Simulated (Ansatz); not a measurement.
**AlInSb2: a tetragonal deformation path**

One table from this session's results is given with a row withheld; the runs are named, their logs left out.

Program: Ansatz 0.2.0. Level of theory: DFT PBEsol, scalar-relativistic, plane waves, PAW. These are calculated values, not measurements.

### The starting structure

The structure is tetragonal, space group P-4m2 (No. 115). Conventional cell: a = 4.506 Å, b = 4.506 Å, c = 6.349 Å, α = 90.00°, β = 90.00°, γ = 90.00°. Around Al (site symmetry -4m2) lie 4 Sb at 2.70 Å. In (site symmetry -4m2) is surrounded by 4 Sb at 2.82 Å. Around Sb (site symmetry 2mm) lie 2 Al at 2.70 Å and 2 In at 2.82 Å.

Coordinates:

```
CELL_PARAMETERS angstrom
4.50617 0.00000 0.00000
0.00000 4.50617 0.00000
0.00000 0.00000 6.34882
ATOMIC_POSITIONS crystal
Al 0.00000 0.00000 0.00000
In 0.50000 0.50000 0.50000
Sb 0.00000 0.50000 0.23337
Sb 0.50000 0.00000 0.76663
```

It goes back to an entry of the Materials Project, which need not be the stable form.

The cell is taken as given, not relaxed at this level.

### The reference cell

The reference gives a free energy of -18866.4860 eV, pressure -0.73 GPa, largest force 0.012 eV/Å and gap on the mesh 0.39 eV. It was computed beforehand with the settings of the runs below.

The first run:

At fixed volume and fractional coordinates, lengths along (0.000, 0.000, 1.000) are scaled against those across it; ρ is that ratio over its starting value.

Input file input.yaml:

```yaml
crystal:
  lattice:
    - [4.7570111222, 0.0, 0.0]
    - [0.0, 4.7570111222, 0.0]
    - [0.0, 0.0, 5.6969075175]
  atoms:
    - { symbol: Al, position: [0.0, 0.0, 0.0] }
    - { symbol: In, position: [0.5, 0.5, 0.5] }
    - { symbol: Sb, position: [0.0, 0.5, 0.23336537] }
    - { symbol: Sb, position: [0.5, 0.0, 0.76663463] }
basis:
  ecutwfc: 420
kpoints:
  mp_grid: { grid: [8, 8, 6] }
hamiltonian:
  xc: pbesol
scf:
  occupations: { method: gaussian, width: 0.03 }
output:
  forces: true
  stress: true
  eigenvalues: true
  write_density: true
  write_potential: true
  elf: true
  volumetric_format: npy
```

Command:

```
$ ansatz run input.yaml --threads 1 --pin off --max-ram 2560MiB --backend cpu --events-out ev --progress --plain --runs-dir out
```

Steps of the session up to this table: ρ = 0.850; Point ρ = 1.200; Point ρ = 0.920; ρ = 1.100; ρ = 0.960; Point ρ = 1.050; At ρ = 0.800; Point ρ = 1.300.

One of the session's tables, all rows but one given; the rest of the session is left out.

Collected from the runs (energy zero: the undisturbed cell):

```
    ρ  ΔE (meV/atom)  pressure (GPa)  gap on the mesh (eV)
0.800           84.5            -1.6                  0.00
0.850              ?               ?                     ?
0.920           15.1            -0.9                  0.36
0.960            4.2            -0.8                  0.44
1.000            0.0            -0.7                  0.39
1.050            4.8            -0.7                  0.29
1.100           21.0            -0.8                  0.15
1.200           86.5            -1.0                  0.00
1.300          186.4            -1.1                  0.00
```

Q: Estimate the row for ρ = 0.850 from the others.

Worked estimate for «ΔE (meV/atom)». A straight line through the neighbours (0.800, 84.5) and (0.920, 15.1) gives 84.5 + (15.1 − 84.5) × (0.850 − 0.800) / (0.920 − 0.800) = 55.6; a parabola fitted to 3 rows on both sides gives 48.9.

The run gave: ΔE (meV/atom): 49.4; pressure (GPa): -1.2; gap on the mesh (eV): 0.15. In «ΔE (meV/atom)» the line misses by +6.2 and the parabola by -0.5.

Where the gap reads zero, the mesh chosen for the insulator is on the coarse side.
